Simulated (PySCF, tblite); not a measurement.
**C₇H₁₂BF: geometry, infrared bands and NMR shifts**

Aim: predict the infrared bands and NMR shifts of C₇H₁₂BF (`C=C(/C=C\F)CB(C)C`).

The runs use tblite 0.8.0 and PySCF 2.14.0, with density-fitted response routines of our own; the level of theory stands in each step. All values are computed, except where a source is named. Atoms are numbered from 0 throughout.

**1. The molecule as given**

21 atoms, charge 0, multiplicity 1; geometry from: force field or distance geometry start.

Bonds of the start (Å): C0–C1 1.35, C1–C2 1.44, C2–C3 1.33, C3–F4 1.34, C1–C5 1.45, C5–B6 1.57, B6–C7 1.60, B6–C8 1.61, C0–H9 1.06, C0–H10 1.09, C2–H11 1.11, C3–H12 1.10, C5–H13 1.13, C5–H14 1.13, C7–H15 1.09, C7–H16 1.13, C7–H17 1.10, C8–H18 1.11, C8–H19 1.11, C8–H20 1.08.

**2. Optimising the geometry with GFN2-xTB**

What the job is given:

```
{"job": {"kind": "relax", "xc": "GFN2-xTB", "basis": "xTB"}, "charge": 0, "multiplicity": 1}
C     -1.541100    -2.119000    -0.058200
C     -1.259000    -0.801400    -0.143800
C     -2.148900     0.077600     0.568700
C     -2.061000     1.399500     0.607800
F     -1.059800     2.038900    -0.005100
C     -0.078900    -0.439100    -0.908400
B      1.069500     0.298900    -0.135200
C      1.943600     1.387300    -0.919800
C      1.845100    -0.378500     1.104200
H     -0.963200    -2.870700    -0.526400
H     -2.425900    -2.427700     0.505900
H     -3.015900    -0.354700     1.113400
H     -2.790600     1.997900     1.178700
H      0.392700    -1.389900    -1.305800
H     -0.335300     0.152400    -1.838100
H      2.905100     0.993700    -1.242900
H      1.381400     1.671700    -1.860600
H      2.109800     2.267100    -0.287600
H      2.423900     0.461600     1.552200
H      1.149900    -0.765000     1.879700
H      2.449800    -1.183800     0.720800
```

Started as:

```bash
OMP_NUM_THREADS=1 python probes_run.py task.json out
```

This one command runs all jobs of the session in turn.

**Question.** This job is followed by: GFN2-xTB harmonic vibrations, gas phase; GIAO PBE0/pcSseg-1 NMR shielding, non-relativistic, gas phase. Predict these results of the whole session: strongest single infrared mode (GFN2-xTB); zero-point energy (GFN2-xTB); ¹³C shifts against TMS (PBE0/pcSseg-1, means over atoms taken as alike); ¹H shifts against TMS (PBE0/pcSseg-1, means over atoms taken as alike); ¹⁹F shifts against CFCl3 (PBE0/pcSseg-1); ¹¹B shifts against BF3·OEt2 (PBE0/pcSseg-1).

As calculated:

```
                                                               quantity                                       value
                              strongest single infrared mode (GFN2-xTB)                       1168 cm⁻¹, 195 km/mol
                                           zero-point energy (GFN2-xTB)                              106.7 kcal/mol
¹³C shifts against TMS (PBE0/pcSseg-1, means over atoms taken as alike)  156.4, 152.9, 121.4, 121.2, 43.2, 14.6 ppm
 ¹H shifts against TMS (PBE0/pcSseg-1, means over atoms taken as alike)      6.58, 5.51, 5.20, 4.92, 2.54, 0.90 ppm
                               ¹⁹F shifts against CFCl3 (PBE0/pcSseg-1)                                  -126.0 ppm
                            ¹¹B shifts against BF3·OEt2 (PBE0/pcSseg-1)                                    88.1 ppm
```

What this shows: Over 131 steps the energy fell by 0.663 eV; of the close pairs, C1–C5 changed most, 1.452 to 1.498 Å. The lowest mode is slightly imaginary (19i cm⁻¹), a soft motion within the noise of the Hessian, so the minimum is not strictly shown. The strongest single mode, at 1168 cm⁻¹, moves mainly B6. Unscaled tight-binding wavenumbers are off by several per cent, some by more. Its intensities can rank the bands wrongly.
